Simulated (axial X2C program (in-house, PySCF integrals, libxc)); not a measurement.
# SeH: properties at the nuclei

Wanted for SeH: properties at the nuclei, at the two-component level.

Program: an in-house X2C program for linear molecules on PySCF integrals. Level of theory: two-component X2C with atomic mean-field terms, Se dyall-acv3z, H dyall-av3z. These are calculated values, not measurements.

### 1 The job

Contents of task.json:

```json
{"zs": [34, 1], "q": 0, "bas": ["dyall-acv3z", "dyall-av3z"], "r0": 1.48, "levels": ["PBE0", "HF", "B3LYP"], "nst": 1, "ff": 1, "thr": -3.5, "nmax": 130, "opt": {"ecut": 60}}
```

Keys: zs atomic numbers; q charge; bas basis sets; r0 starting distance in Å; levels methods (HF also brings MP2); nst determinants followed; ff finite-field run; thr threshold in hartree for freezing inner shells (an s shell follows its p shell); nmax most natural virtual spinors; ecut virtual cutoff in hartree.

Launch:

```sh
$ python soeom.py task.json out
```

The runs that follow: Expectation values, lowest determinant; Finite-field coupled cluster.

What does the calculation give? Wanted: lowest determinant; Eeff magnitude; Ws magnitude Se; A∥/gI Se; qzz Se (for each run or level that gives them).

**Answer**, as computed:

```
                       quantity                                    value
             lowest determinant  Ω = 3/2 (excess of +ω over −ω: ω = 3/2)
   Eeff magnitude (GV/cm), PBE0                                    0.306
    Ws magnitude Se (kHz), PBE0                                   0.0832
           A∥/gI Se (MHz), PBE0                                      469
            qzz Se (a.u.), PBE0                                     2.07
Eeff magnitude (GV/cm), CCSD(T)                                      0.3
 Ws magnitude Se (kHz), CCSD(T)                                   0.0815
        A∥/gI Se (MHz), CCSD(T)                                      491
         qzz Se (a.u.), CCSD(T)                                     2.05
```

In words: In the first state, the effective field runs from 0.253 to 0.612 GV/cm over the mean-field levels, so the levels don't agree on it. The expectation values come from single determinants, which for open shells can mix terms of unlike spin or miss the lowest Ω, so a determinant need not be a state. Eeff is the effective electric field on the electron dipole moment in this Ω state and Ws the scalar–pseudoscalar constant (defined with the proton number Z and per Ω); A∥ is the parallel hyperfine constant, which follows by multiplying with the nuclear g factor gI = μI/(I μN); qzz is the electric field gradient, eQq0 = 234.96 MHz × Q/barn × qzz; μ is positive if H is the positive end. The operators were transformed with the bare-nucleus X2C matrices. Correlation of the inner shells is missing, which matters for properties at the nucleus.
